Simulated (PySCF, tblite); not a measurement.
# C₃H₁₁BOSi₂: geometry, infrared bands and NMR shifts

Aim: predict the infrared bands and NMR shifts of C₃H₁₁BOSi₂ (`B[Si@@H](O[SiH3])C1CC1`).

The runs use tblite 0.8.0 and PySCF 2.14.0, with density-fitted response routines of our own; the level of theory stands in each step. All values are computed, except where a source is named. Atoms are numbered from 0 throughout.

### 1 The starting structure

18 atoms, charge 0, multiplicity 1; geometry from: force field or distance geometry start.

Bonds of the start (Å): B0–Si1 1.92, Si1–O2 1.74, O2–Si3 1.71, Si1–C4 1.86, C4–C5 1.49, C5–C6 1.51, C6–C4 1.53, B0–H7 1.19, B0–H8 1.19, Si1–H9 1.47, Si3–H10 1.47, Si3–H11 1.46, Si3–H12 1.46, C4–H13 1.11, C5–H14 1.11, C5–H15 1.12, C6–H16 1.10, C6–H17 1.10.

### 2 Geometry optimisation with GFN2-xTB

What the job is given:

```
{"job": {"kind": "relax", "xc": "GFN2-xTB", "basis": "xTB"}, "charge": 0, "multiplicity": 1}
B     -0.318600     2.206500     0.355100
Si     0.444500     0.469900     0.033600
O      1.755400     0.112500     1.125900
Si     3.113500    -0.378600     0.201600
C     -0.808700    -0.898000     0.004100
C     -2.150800    -0.763600     0.639600
C     -2.028200    -0.527800    -0.843500
H     -0.688200     2.813200    -0.602100
H     -0.931600     2.449900     1.351100
H      1.062100     0.517600    -1.298300
H      3.853800    -1.475700     0.844100
H      2.602000    -0.905400    -1.062800
H      3.988600     0.751700    -0.102300
H     -0.418500    -1.925000    -0.120200
H     -2.410000     0.091500     1.294700
H     -2.661900    -1.712900     0.927700
H     -2.302500    -1.327300    -1.553200
H     -2.109800     0.507800    -1.206700
```

Started as:

```console
> OMP_NUM_THREADS=1 python probes_run.py task.json out
```

The driver reads the jobs from task.json and runs them one after another.

**Question.** This job is followed by: GFN2-xTB harmonic vibrations, gas phase; GIAO PBE0/pcSseg-1 NMR shielding, non-relativistic, gas phase. What will the session give for the following? strongest single infrared mode (GFN2-xTB); zero-point energy (GFN2-xTB); ¹³C shifts against TMS (PBE0/pcSseg-1); ¹H shifts against TMS (PBE0/pcSseg-1, means over atoms taken as alike); ¹¹B shifts against BF3·OEt2 (PBE0/pcSseg-1); ²⁹Si shifts against TMS (PBE0/pcSseg-1); ¹⁷O shifts against H2O (PBE0/pcSseg-1).

As calculated:

| quantity | value |
| --- | --- |
| strongest single infrared mode (GFN2-xTB) | 1095 cm⁻¹, 719 km/mol |
| zero-point energy (GFN2-xTB) | 79.7 kcal/mol |
| ¹³C shifts against TMS (PBE0/pcSseg-1) | 5.5, 1.0, -1.4 ppm |
| ¹H shifts against TMS (PBE0/pcSseg-1, means over atoms taken as alike) | 10.75, 5.73, 5.28, 0.70, 0.55, 0.16, -0.17, -0.46 ppm |
| ¹¹B shifts against BF3·OEt2 (PBE0/pcSseg-1) | 121.1 ppm |
| ²⁹Si shifts against TMS (PBE0/pcSseg-1) | -9.2, -47.5 ppm |
| ¹⁷O shifts against H2O (PBE0/pcSseg-1) | 11.8 ppm |

Relaxing lowered the energy by 1.165 eV in 101 steps; the close pair that moved most is Si1–O2, from 1.743 to 1.639 Å. The lowest mode is slightly imaginary (10i cm⁻¹), a soft motion within the noise of the Hessian, so the minimum is not strictly shown. The strongest single mode, at 1095 cm⁻¹, moves mainly O2. Unscaled tight-binding wavenumbers are off by several per cent, some by more. Its intensities can rank the bands wrongly. At PBE0/pcSseg-1: The largest span, 299 ppm, is at B0, where the paramagnetic term is -222 ppm.
